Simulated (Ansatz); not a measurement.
# Ag3Au under changes of volume

One of the cells (17.380 Å³/atom); the others are scaled copies at fixed shape and fractional positions:

```
Au Ag
1.0
    -2.05950    2.05950    4.09760
     2.05950   -2.05950    4.09760
     2.05950    2.05950   -4.09760
Au Ag
1 3
Cartesian
  0.0000 0.0000 0.0000
  0.0000 0.0000 4.0976
  2.0595 0.0000 2.0488
  0.0000 2.0595 2.0488
```

The cell comes from a database or a generator and needn't be the stable form of this composition.

| Property | Result |
| --- | --- |
| Program | Ansatz 0.2.0 |
| Functional | PBEsol |
| Potentials or basis | all-electron LAPW, scalar-relativistic |
| Cutoff | 241 eV (chosen from the basis error) |
| Basis error allowed | 0.001 eV/atom |
| k mesh | 9 × 9 × 9 |
| Occupations | fermi-dirac, width 0.05 eV |
| Spin | no spin polarisation |

```csv
volume (Å³/atom),energy over the lowest point (meV/atom),pressure (GPa)
16.337,3.47,3.1
16.685,0.00,0.1
17.033,2.62,-2.5
17.380,10.52,-4.7
17.728,23.00,-6.7
18.075,39.43,-8.4
18.423,?,?
```

What does the run at 18.423 Å³/atom give?

Energy over the lowest point 59.23 meV/atom; pressure -9.8 GPa.

Worked out: A Birch-Murnaghan fit of order 3 (a polynomial in V^(-2/3)) to the other rows has its minimum at 16.70 Å³/atom with B0 = V·E''(V) = 134 GPa and B' = 5.7 at fixed shape and positions, which overstates the stiffness. It gives 59.33 meV/atom at 18.423 Å³/atom, against the run's 59.23, and -dE/dV = -9.9 GPa, against -9.8.

Energies are extrapolated to zero smearing.
